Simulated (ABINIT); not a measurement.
Crystal: TaF3.

```xyz
4
Lattice="3.9012 0.0000 0.0000 0.0000 3.9012 0.0000 0.0000 0.0000 3.9012" Properties=species:S:1:pos:R:3 pbc="T T T"
Ta    0.0000    0.0000    0.0000
F     0.0000    0.0000    1.9506
F     0.0000    1.9506    0.0000
F     1.9506    0.0000    0.0000
```

- Program: ABINIT 10.8.3 (patched build)
- Task: relaxation of cell and atoms
- Functional: LDA
- Potentials or basis: PseudoDojo NC SR LDA v0.4.1 standard
- Cutoff: 1143 eV
- k mesh: 5 × 5 × 5
- Occupations: fermi-dirac, width 0.05 eV
- Spin: no spin polarisation

At the start: pressure 13.2 GPa; volume 14.84 Å³/atom.

Question: How do energy, volume and symmetry change on relaxing?

Answer: Over 5 steps the energy falls by 50.8 meV/atom and the volume is 16.17 Å³/atom (+8.9 %); space group Pm-3m (No. 221, to 0.05 Å).

Step by step:
```tsv
step	energy change (eV)	largest force (eV/Å)	pressure (GPa)	volume (Å³)
1	0.0000	0.0000	13.22	59.37
2	-0.1477	0.0000	6.44	61.81
3	-0.2025	0.0000	0.59	64.38
4	-0.2030	0.0000	0.03	64.66
5	-0.2030	0.0000	0.00	64.67
```

Final structure:
```yaml
crystal:
  lattice:
    - [4.01396, 0.00000, 0.00000]
    - [0.00000, 4.01396, 0.00000]
    - [0.00000, 0.00000, 4.01396]
  atoms:
    - { symbol: Ta, position: [0.00000, 0.00000, 0.00000] }
    - { symbol: F, position: [0.00000, 0.00000, 0.50000] }
    - { symbol: F, position: [0.00000, 0.50000, 0.00000] }
    - { symbol: F, position: [0.50000, 0.00000, 0.00000] }
```
